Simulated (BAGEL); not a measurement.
# CH7NOSi (SMILES OCN[SiH3]) at B3LYP/cc-pVDZ (density fitting with cc-pvqz-jkfit)

What is the energy change on altering one bond length of CH7NOSi at B3LYP/cc-pVDZ (density fitting with cc-pvqz-jkfit)? 

Program for the calculation: BAGEL 1.2.2.

### 1 The molecule

The species is CH7NOSi (11 atoms), meant as a singlet with charge 0. As SMILES, `OCN[SiH3]`. The shape is that of a PBE0-D4/def2-TZVP optimisation. This is one conformer, not always the lowest.

Bond lengths: O1–C2 1.405 Å, C2–N3 1.432 Å, N3–Si4 1.720 Å, O1–H5 0.962 Å, C2–H6 1.095 Å, C2–H7 1.100 Å, N3–H8 1.009 Å, Si4–H9 1.487 Å, Si4–H10 1.492 Å, Si4–H11 1.485 Å. Some angles: O1–C2–N3 112.6°, C2–N3–Si4 124.6°, O1–C2–H6 104.7°, O1–C2–H7 111.2°, N3–C2–H6 112.6°, N3–C2–H7 107.8°, C2–O1–H5 107.2°, C2–N3–H8 113.6°, Si4–N3–H8 119.4°, N3–Si4–H9 108.0°.

### 2 A single-point energy at B3LYP/cc-pVDZ (density fitting with cc-pvqz-jkfit)

job.json reads:

```json
{ "bagel": [

{
  "title": "molecule",
  "basis": "cc-pvdz.json",
  "df_basis": "cc-pvqz-jkfit",
  "angstrom": "true",
  "geometry": [
    { "atom": "O", "xyz": [      -1.208000,       1.808500,      -0.668400 ] },
    { "atom": "C", "xyz": [      -0.009800,       1.197800,      -0.260600 ] },
    { "atom": "N", "xyz": [       0.021500,      -0.204300,      -0.552200 ] },
    { "atom": "Si", "xyz": [       0.472500,      -1.425900,       0.571200 ] },
    { "atom": "H", "xyz": [      -1.930700,       1.291100,      -0.299300 ] },
    { "atom": "H", "xyz": [       0.776900,       1.753100,      -0.781300 ] },
    { "atom": "H", "xyz": [       0.150800,       1.320600,       0.820400 ] },
    { "atom": "H", "xyz": [       0.033200,      -0.410500,      -1.539700 ] },
    { "atom": "H", "xyz": [      -0.212700,      -1.140500,       1.860100 ] },
    { "atom": "H", "xyz": [       1.934400,      -1.515500,       0.858100 ] },
    { "atom": "H", "xyz": [       0.037100,      -2.731600,       0.012700 ] }
  ]
},

{
  "title": "ks",
  "xc_func": "b3lyp"
},

{
  "title": "print",
  "file": "orbitals.molden",
  "orbitals": "true"
}

]}
```

The basis set cc-pVDZ is read from a file made from the Basis Set Exchange's data (not shown).

Launch:

```sh
BAGEL_NUM_THREADS=1 BAGEL job.json > job.out
```

The program printed:

```text
* using 1 threads per process

  ===============================================================
  ===============================================================

  *** Geometry ***

  { "atom" : "O", "xyz" : [     -2.282789,      3.417570,     -1.263093 ] },
  { "atom" : "C", "xyz" : [     -0.018519,      2.263514,     -0.492463 ] },
  { "atom" : "N", "xyz" : [      0.040629,     -0.386071,     -1.043507 ] },
  { "atom" : "Si", "xyz" : [      0.892896,     -2.694560,      1.079412 ] },
  { "atom" : "H", "xyz" : [     -3.648494,      2.439825,     -0.565595 ] },
  { "atom" : "H", "xyz" : [      1.468128,      3.312879,     -1.476443 ] },
  { "atom" : "H", "xyz" : [      0.284971,      2.495572,      1.550331 ] },
  { "atom" : "H", "xyz" : [      0.062739,     -0.775733,     -2.909611 ] },
  { "atom" : "H", "xyz" : [     -0.401945,     -2.155233,      3.515080 ] },
  { "atom" : "H", "xyz" : [      3.655486,     -2.863880,      1.621574 ] },
  { "atom" : "H", "xyz" : [      0.070109,     -5.161976,      0.024000 ] },

  Number of auxiliary basis functions:      823

  Since a DF basis is specified, we compute 2- and 3-index integrals:
    o Being stored without compression. Storage requirement is 0.059 GB

  Number of basis functions:       95
  Number of electrons      :       42

    * METHOD: MOLECULE                             0.63

  *** Kohn-Sham DFT ***

    * Removing 20717 points whose weight is below 1.00e-10
    * Grid points: 143249

  === Nuclear Repulsion ===
   173.7281603865

       - DIIS with orbital gradients will be used.

  === KS iteration (b3lyp / cc-pvdz.json) ===
      0       -427.12899752          0.09789435           0.52
      1       -379.41557038          0.11021760           0.49
      2       -290.20683839          0.22776759           0.51
      3       -434.16729754          0.11150406           0.47
      4       -446.04224272          0.08557377           0.46
      5       -446.41980451          0.08919741           0.45
      6       -445.73395940          0.08927966           0.46
      7       -383.77959566          0.14253744           0.47
      8       -461.61125160          0.01675211           0.45
      9       -461.41095450          0.02415505           0.46
     10       -461.79958039          0.00321957           0.48
     11       -461.80237226          0.00253282           0.46
     12       -461.80641894          0.00123040           0.47
     13       -461.80731045          0.00007867           0.46
     14       -461.80731367          0.00002940           0.47
     15       -461.80731425          0.00000788           0.45
     16       -461.80731427          0.00000571           0.46
     17       -461.80731429          0.00000120           0.45
     18       -461.80731429          0.00000036           0.46
     19       -461.80731429          0.00000012           0.46
     20       -461.80731429          0.00000005           0.46
     21       -461.80731429          0.00000001           0.45
    * SCF iteration converged.

    * Permanent dipole moment:
           (   -0.018623,     0.294883,     0.029271) a.u.

    * METHOD: KS                                  11.09

    * METHOD: PRINT                                0.01

  ===============================================================
```

Wall time 12 s (1 thread of Intel Xeon 6975P-C (Granite Rapids), shared host); peak memory 0.63 GiB.

### 3 The distorted shape, same level

input.json reads:

```json
{ "bagel": [

{
  "title": "molecule",
  "basis": "cc-pvdz.json",
  "df_basis": "cc-pvqz-jkfit",
  "angstrom": true,
  "geometry": [
    { "atom": "O", "xyz": [   -1.213850,    1.911600,   -0.174650 ] },
    { "atom": "C", "xyz": [   -0.015650,    1.300900,    0.233150 ] },
    { "atom": "N", "xyz": [    0.015650,   -0.101200,   -0.058450 ] },
    { "atom": "Si", "xyz": [    0.466650,   -1.322800,    1.064950 ] },
    { "atom": "H", "xyz": [   -1.936550,    1.394200,    0.194450 ] },
    { "atom": "H", "xyz": [    0.771050,    1.856200,   -0.287550 ] },
    { "atom": "H", "xyz": [    0.144950,    1.423700,    1.314150 ] },
    { "atom": "H", "xyz": [    0.033200,   -0.410500,   -1.539700 ] },
    { "atom": "H", "xyz": [   -0.218550,   -1.037400,    2.353850 ] },
    { "atom": "H", "xyz": [    1.928550,   -1.412400,    1.351850 ] },
    { "atom": "H", "xyz": [    0.031250,   -2.628500,    0.506450 ] }
  ]
},
{
  "title": "ks",
  "xc_func": "b3lyp"
},
{
  "title": "print",
  "file": "orbitals.molden",
  "orbitals": true
}

]}
```

The basis set cc-pVDZ is read from a file made from the Basis Set Exchange's data (not shown).

Launch:

```sh
BAGEL_NUM_THREADS=1 BAGEL input.json > input.out
```

The program printed:

```text
* using 1 threads per process

  ===============================================================
  ===============================================================

  *** Geometry ***

  { "atom" : "O", "xyz" : [     -2.293844,      3.612400,     -0.330041 ] },
  { "atom" : "C", "xyz" : [     -0.029574,      2.458345,      0.440590 ] },
  { "atom" : "N", "xyz" : [      0.029574,     -0.191240,     -0.110454 ] },
  { "atom" : "Si", "xyz" : [      0.881841,     -2.499730,      2.012464 ] },
  { "atom" : "H", "xyz" : [     -3.659549,      2.634656,      0.367457 ] },
  { "atom" : "H", "xyz" : [      1.457073,      3.507710,     -0.543391 ] },
  { "atom" : "H", "xyz" : [      0.273916,      2.690403,      2.483384 ] },
  { "atom" : "H", "xyz" : [      0.062739,     -0.775733,     -2.909611 ] },
  { "atom" : "H", "xyz" : [     -0.413000,     -1.960402,      4.448132 ] },
  { "atom" : "H", "xyz" : [      3.644431,     -2.669049,      2.554626 ] },
  { "atom" : "H", "xyz" : [      0.059054,     -4.967145,      0.957052 ] },

  Number of auxiliary basis functions:      823

  Since a DF basis is specified, we compute 2- and 3-index integrals:
    o Being stored without compression. Storage requirement is 0.059 GB

  Number of basis functions:       95
  Number of electrons      :       42

    * METHOD: MOLECULE                             0.57

  *** Kohn-Sham DFT ***

    * Removing 20135 points whose weight is below 1.00e-10
    * Grid points: 143831

  === Nuclear Repulsion ===
   171.5291657910

       - DIIS with orbital gradients will be used.

  === KS iteration (b3lyp / cc-pvdz.json) ===
      0       -426.84634388          0.09548747           0.54
      1       -380.70753049          0.11016645           0.47
      2       -288.37016061          0.23407686           0.48
      3       -433.15266649          0.10992687           0.54
      4       -447.30149108          0.08189932           0.47
      5       -448.27988104          0.08331736           0.47
      6       -447.89762157          0.10077545           0.48
      7       -383.84044136          0.13118892           0.47
      8       -461.24007182          0.02248914           0.47
      9       -459.37005522          0.04804864           0.46
     10       -461.67383449          0.00803839           0.47
     11       -461.71897858          0.00335547           0.48
     12       -461.72303678          0.00239327           0.47
     13       -461.72729996          0.00041791           0.46
     14       -461.72742431          0.00019979           0.47
     15       -461.72744810          0.00004398           0.49
     16       -461.72744911          0.00001909           0.46
     17       -461.72744937          0.00000135           0.47
     18       -461.72744937          0.00000089           0.47
     19       -461.72744937          0.00000057           0.48
     20       -461.72744937          0.00000006           0.47
     21       -461.72744937          0.00000001           0.47
    * SCF iteration converged.

    * Permanent dipole moment:
           (   -0.020114,     0.239361,     0.001316) a.u.

    * METHOD: KS                                  11.29

    * METHOD: PRINT                                0.01

  ===============================================================
```

Run time: 12 s. Hardware: 1 thread of Intel Xeon 6975P-C (Granite Rapids), shared host; peak memory 0.63 GiB.

### 4 Outcome

Level: B3LYP/cc-pVDZ (density fitting with cc-pvqz-jkfit).

```
                                                         quantity          value
                                        first shape: total energy  -461.80731 Eh
                                       first shape: dipole moment         0.75 D
                                         first shape: HOMO energy       -6.72 eV
                                         first shape: LUMO energy        0.70 eV
                                       first shape: HOMO–LUMO gap        7.42 eV
                                    distorted shape: total energy  -461.72745 Eh
                                   distorted shape: dipole moment         0.61 D
                                     distorted shape: HOMO energy       -6.61 eV
                                     distorted shape: LUMO energy       -1.55 eV
                                   distorted shape: HOMO–LUMO gap        5.06 eV
energy change with the N3–H8 bond stretched from 1.009 to 1.513 Å       2.173 eV
```

What this shows: With the N3–H8 bond stretched from 1.009 to 1.513 Å the energy rises by 2.17 eV (210 kJ/mol). The first shape isn't relaxed at this level, so the change isn't measured from a minimum.
